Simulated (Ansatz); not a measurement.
**C2H3ClGaNO: how energies converge with the basis set**

One table from this session's results is given with a row withheld; the runs are named, their logs left out.

Computed with Ansatz 0.2.0, Gaussian basis. Level: one geometry, several basis sets.

The runs, in order: PBE0-D4/def2-SVP; ωB97M-V/def2-SVP; PBE0-D4/def2-QZVPP; ωB97M-V/def2-QZVPP; the functionals' def2-TZVPP values are taken from earlier runs.

## The geometry

The geometry comes from an earlier relaxation with PBE0-D4 in a triple-zeta def2 set; it is a stationary point, not always the lowest conformer.

SMILES `[CH3][Ga]([Cl])[N]=C=O`, 9 atoms, charge 0, spin multiplicity 1.

Atoms are counted from 1 here; the program's logs count them from 0.

Bond lengths: C1–Ga2 1.938 Å, C1–H7 1.092 Å, C1–H8 1.091 Å, C1–H9 1.089 Å, Ga2–Cl3 2.141 Å, Ga2–N4 1.833 Å, N4–C5 1.203 Å, C5–O6 1.165 Å. Angles: Ga2–C1–H7 109.3°, Ga2–C1–H8 109.7°, Ga2–C1–H9 110.8°, H7–C1–H8 108.0°, H7–C1–H9 109.1°, H8–C1–H9 109.8°, C1–Ga2–Cl3 124.2°, C1–Ga2–N4 122.0°, Cl3–Ga2–N4 113.8°, Ga2–N4–C5 142.1°, N4–C5–O6 176.4°.

Geometry (Å):

```mol
C2H3ClGaNO
  3D, bonds by distance, orders not assigned

  9  8  0  0  0  0  0  0  0  0999 V2000
   -0.6491   -1.4000    1.0025 C   0  0
    0.4598   -0.1811   -0.0170 Ga  0  0
    2.5505   -0.4715   -0.3758 Cl  0  0
   -0.2129    1.3528   -0.7613 N   0  0
    0.1088    2.3108   -1.4133 C   0  0
    0.3518    3.2611   -2.0411 O   0  0
   -0.9280   -0.9297    1.9476 H   0  0
   -1.5644   -1.6155    0.4493 H   0  0
   -0.1165   -2.3269    1.2091 H   0  0
  1  2  8  0
  2  3  8  0
  2  4  8  0
  4  5  8  0
  5  6  8  0
  1  7  8  0
  1  8  8  0
  1  9  8  0
M  END
```

Set-up of the first run:

Input file in.yaml:

```yaml
crystal:
  periodic: [false, false, false]
  atoms:
    - {symbol: C, position_ang: [-0.649073, -1.399983, 1.002465]}
    - {symbol: Ga, position_ang: [0.459815, -0.181091, -0.016988]}
    - {symbol: Cl, position_ang: [2.550460, -0.471503, -0.375824]}
    - {symbol: N, position_ang: [-0.212866, 1.352849, -0.761311]}
    - {symbol: C, position_ang: [0.108781, 2.310780, -1.413294]}
    - {symbol: O, position_ang: [0.351812, 3.261131, -2.041096]}
    - {symbol: H, position_ang: [-0.927974, -0.929734, 1.947639]}
    - {symbol: H, position_ang: [-1.564427, -1.615511, 0.449310]}
    - {symbol: H, position_ang: [-0.116527, -2.326937, 1.209109]}
basis:
  gaussian: {orbitals: def2-SVP}
hamiltonian: {xc: pbe0, dispersion: d4}
output: {orbitals: {seedname: orbitals}}
```

Run with:

```sh
$ ansatz run in.yaml --threads 4 --pin off --events-out ev --progress --plain --max-ram 10444MiB
```

Steps of the session up to this table: PBE0-D4 in def2-SVP; ωB97M-V in def2-SVP; PBE0-D4 in def2-QZVPP; ωB97M-V in def2-QZVPP.

One of the session's tables, all rows but one given; the rest of the session is left out.

It belongs to the step «Density functionals: the series». 

```
functional       basis  HOMO (eV)
   PBE0-D4    def2-SVP      -8.50
   PBE0-D4  def2-TZVPP      -8.62
   PBE0-D4  def2-QZVPP      -8.65
   ωB97M-V    def2-SVP          ?
   ωB97M-V  def2-TZVPP     -10.85
   ωB97M-V  def2-QZVPP     -10.88
```

Q: Estimate the row for ωB97M-V, def2-SVP from the others.

The run gave: HOMO (eV): -10.69. In the column «HOMO (eV)» it lies between ωB97M-V, def2-TZVPP (-10.85) and PBE0-D4, def2-QZVPP (-8.65).
